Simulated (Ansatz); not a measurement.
# CH3ClIIn: up Jacob's ladder to CCSD(T)

Aim: compute CH3ClIIn with functionals from several rungs and with coupled cluster. The yardstick is the atomisation energy at the CCSD(T) limit.

Computed with Ansatz 0.2.0, Gaussian basis. Level: functionals in def2-TZVPP, the program's frozen cores in correlated methods.

Levels to be run: LDA (SPW92), PBE-D4, revPBE-D4, BLYP-D4, r2SCAN-D4, B97M-V, PBE0-D4, B3LYP-D4, r2SCANh-D4, r2SCAN0-D4, HSE06-D4, BHLYP-D4, CAM-B3LYP-D4, LC-ωPBE, ωB97X-V, ωB97M-V, B2PLYP, PBE-QIDH; CCSD(T)/def2-SVP; CCSD(T)/def2-TZVPP; MP2/def2-QZVPP; extrapolation to the limit; RPA on PBE.

## (1) Structure used throughout

An earlier PBE0-D4 in a triple-zeta def2 set relaxation fixed the geometry. In, I take the def2 core potential; no spin-orbit term is included.

SMILES `[CH3][In]([Cl])[I]`, 7 atoms, charge 0, spin multiplicity 1.

Atoms are counted from 1 here; the program's logs count them from 0.

Bond lengths: C1–In2 2.131 Å, C1–H5 1.090 Å, C1–H6 1.090 Å, C1–H7 1.089 Å, In2–Cl3 2.331 Å, In2–I4 2.651 Å. Angles: In2–C1–H5 108.9°, In2–C1–H6 108.9°, In2–C1–H7 109.3°, H5–C1–H6 109.1°, H5–C1–H7 110.3°, H6–C1–H7 110.3°, C1–In2–Cl3 121.3°, C1–In2–I4 126.0°, Cl3–In2–I4 112.6°.

## (2) LDA

This LDA is Slater exchange with PW92 correlation.

Input file in.yaml:

```yaml
crystal:
  periodic: [false, false, false]
  atoms:
    - {symbol: C, position_ang: [-0.310726, 1.034291, 0.416142]}
    - {symbol: In, position_ang: [0.305078, -0.858281, -0.346223]}
    - {symbol: Cl, position_ang: [2.560956, -1.390139, -0.590229]}
    - {symbol: I, position_ang: [-1.296106, -2.828549, -1.107587]}
    - {symbol: H, position_ang: [-0.932088, 1.529920, -0.329332]}
    - {symbol: H, position_ang: [-0.896164, 0.876267, 1.321584]}
    - {symbol: H, position_ang: [0.569059, 1.636491, 0.635644]}
basis:
  gaussian: {orbitals: def2-TZVPP}
hamiltonian: {xc: lda}
output: {orbitals: {seedname: orbitals}}
```

Run with:

```console
$ ansatz run in.yaml --threads 4 --pin off --events-out ev --progress --plain --max-ram 10444MiB
```

The runs that follow: PBE-D4 (GGA); revPBE-D4 (GGA); BLYP-D4 (GGA); r2SCAN-D4 (meta-GGA); B97M-V (meta-GGA); B3LYP-D4 (hybrid); r2SCANh-D4 (hybrid); r2SCAN0-D4 (hybrid); HSE06-D4 (hybrid); BHLYP-D4 (hybrid); CAM-B3LYP-D4 (range-separated); LC-ωPBE (range-separated); ωB97X-V (range-separated); ωB97M-V (range-separated); B2PLYP (double hybrid); PBE-QIDH (double hybrid); CCSD(T) in def2-SVP; CCSD(T) in def2-TZVPP; MP2 in def2-QZVPP; RPA on PBE orbitals.

**Question.** What will the summary of the whole plan be? Wanted: atomisation energy, CCSD(T)/CBS; farthest beyond LDA; mean size of error, GGA; mean size of error, meta-GGA; mean size of error, hybrid; mean size of error, range-separated; mean size of error, double hybrid; gap, smallest and largest; T1 diagnostic.

The runs gave:

| quantity | value |
| --- | --- |
| atomisation energy, CCSD(T)/CBS | 509.0 kcal/mol |
| functionals within 5.1 kcal/mol (1.0 %) | PBE-D4, r2SCAN-D4, B97M-V, PBE0-D4, r2SCANh-D4, HSE06-D4, ωB97X-V, PBE-QIDH |
| farthest beyond LDA | BHLYP-D4 (-20.0 kcal/mol) |
| mean size of error, GGA | 11.0 kcal/mol |
| mean size of error, meta-GGA | 3.3 kcal/mol |
| mean size of error, hybrid | 8.9 kcal/mol |
| mean size of error, range-separated | 7.1 kcal/mol |
| mean size of error, double hybrid | 9.5 kcal/mol |
| gap, smallest and largest | 3.76 eV (BLYP-D4), 10.54 eV (LC-ωPBE) |
| T1 diagnostic | 0.0110 |
| triples share of the correlation energy | 3.0 % |

LDA overbinds by 62.1 kcal/mol (12 %). PBE-D4 is off by -0.3 kcal/mol. Double hybrids carry the basis error of their MP2 part in triple zeta, and no dispersion term here, so their miss is partly the set-up's. Taken by rung, meta-GGA functionals do best (3.3 kcal/mol on average) and GGA ones worst beyond LDA (11.0 kcal/mol). The reference freezes the cores and leaves out spin-orbit coupling and excitations past (T), and its outer-core shells are covered unevenly, so misses under about 5.1 kcal/mol can't be ranked. All levels share the lack of spin-orbit coupling, which lowers the free heavy atoms and so the true binding. Hartree-Fock recovers 74 % of the binding; the rest is correlation. CCSD(T) in def2-SVP is off by -35.2 kcal/mol, worse than the median functional, from the basis alone. The gap grows from 3.8 to 10.5 eV across the functionals, mostly with the share of exact exchange. Correlated methods include outer-core shells of I, In, which these sets cover unevenly.
